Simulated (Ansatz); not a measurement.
# BW2: properties at the relaxed cell

An exercise on one series of results from a longer session: the logs are not shown, and one member is left open.

Computed with Ansatz 0.2.0 (DFT PBEsol, scalar-relativistic, plane waves, PAW, unless a step's input says otherwise).

1 further run of the same task is left out (set aside as unsound or not needed).

**Starting point**

It takes space group I4/mcm (No. 140, tetragonal). Conventional cell: a = 5.536 Å, b = 5.536 Å, c = 4.751 Å, α = 90.00°, β = 90.00°, γ = 90.00°. Around B (site symmetry 422) lie 8 W at 2.37 Å and 2 B at 2.38 Å. W (site symmetry m2m) is surrounded by 4 B at 2.37 Å and 3 W at 2.66 to 2.69 Å.

Coordinates:

```xyz
6
Lattice="-2.7681 2.7681 2.3753 2.7681 -2.7681 2.3753 2.7681 2.7681 -2.3753" Properties=species:S:1:pos:R:3 pbc="T T T"
B     0.0000    0.0000    1.1877
B     0.0000    0.0000    3.5630
W     0.9408    3.7089    0.0000
W     1.8274    0.9408    0.0000
W     1.8274   -0.9408    2.3753
W     0.9408    1.8274    2.3753
```

This cell was relaxed beforehand with the same method: volume 12.13 Å³/atom, gap on the mesh none (metal).

Set-up of the first run:

Contents of input.yaml:

```yaml
crystal:
  lattice:
    - [-2.7681225242, 2.7681225242, 2.3753482223]
    - [2.7681225242, -2.7681225242, 2.3753482223]
    - [2.7681225242, 2.7681225242, -2.3753482223]
  atoms:
    - { symbol: B, position: [0.25, 0.25, 0.0] }
    - { symbol: B, position: [0.75, 0.75, 0.0] }
    - { symbol: W, position: [0.6699262551, 0.1699262551, 0.8398525102] }
    - { symbol: W, position: [0.1699262551, 0.3300737449, 0.5] }
    - { symbol: W, position: [0.3300737449, 0.8300737449, 0.1601474898] }
    - { symbol: W, position: [0.8300737449, 0.6699262551, 0.5] }
basis:
  ecutwfc: 420
kpoints:
  mp_grid: { grid: [10, 10, 10] }
  band_path:
    path:
      - [[0.0, 0.0, 0.0], [0.0, 0.0, 0.5], [-0.5, 0.5, 0.5], [0.0, 0.0, 0.0], [0.43408736, 0.43408736, -0.43408736]]
      - [[-0.43408736, 0.56591264, 0.43408736], [-0.5, 0.5, 0.5]]
      - [[0.0, 0.0, 0.5], [0.25, 0.25, 0.25], [0.0, 0.5, 0.0], [0.0, 0.0, 0.0]]
    npoints: 14
hamiltonian:
  xc: pbesol
scf:
  occupations: { method: gaussian, width: 0.1 }
  n_extra_bands: 15
output:
  forces: true
  stress: true
  eigenvalues: true
  populations: true
  dos: { projected: true, de: 0.02, nscf_kmesh: { grid: [15, 15, 15] } }
  bader: true
```

The run is started by

```bash
$ ansatz run input.yaml --threads 2 --pin off --max-ram 5120MiB --backend cpu --events-out ev --progress --plain --runs-dir out
```

Steps of the session up to this table: Static run: bands, density of states and charges; The cell scaled to 0.97 of its volume; Volume × 1.03; Volume × 0.94; Point at V/V0 = 1.06.

One of the session's tables, all rows but one given; the rest of the session is left out.

It belongs to the step «Fit of the equation of state». 

```
volume (Å³/atom)  energy above the lowest point (meV/atom)  pressure (GPa)
          11.406                                      52.7           24.47
          11.770                                         ?               ?
          12.134                                       0.0            0.00
          12.498                                      11.3           -9.67
          12.862                                      43.0          -17.94
```

**Question.** Estimate the row for volume (Å³/atom) = 11.770.

Worked estimate for «energy above the lowest point (meV/atom)». A straight line through the neighbours (11.406, 52.7) and (12.134, 0.0) gives 52.7 + (0.0 − 52.7) × (11.770 − 11.406) / (12.134 − 11.406) = 26.4; a parabola fitted to 3 rows on both sides gives 13.8.

**Answer.** energy above the lowest point (meV/atom): 12.4; pressure (GPa): 11.29. In «energy above the lowest point (meV/atom)» the line misses by +14.0 and the parabola by +1.4.
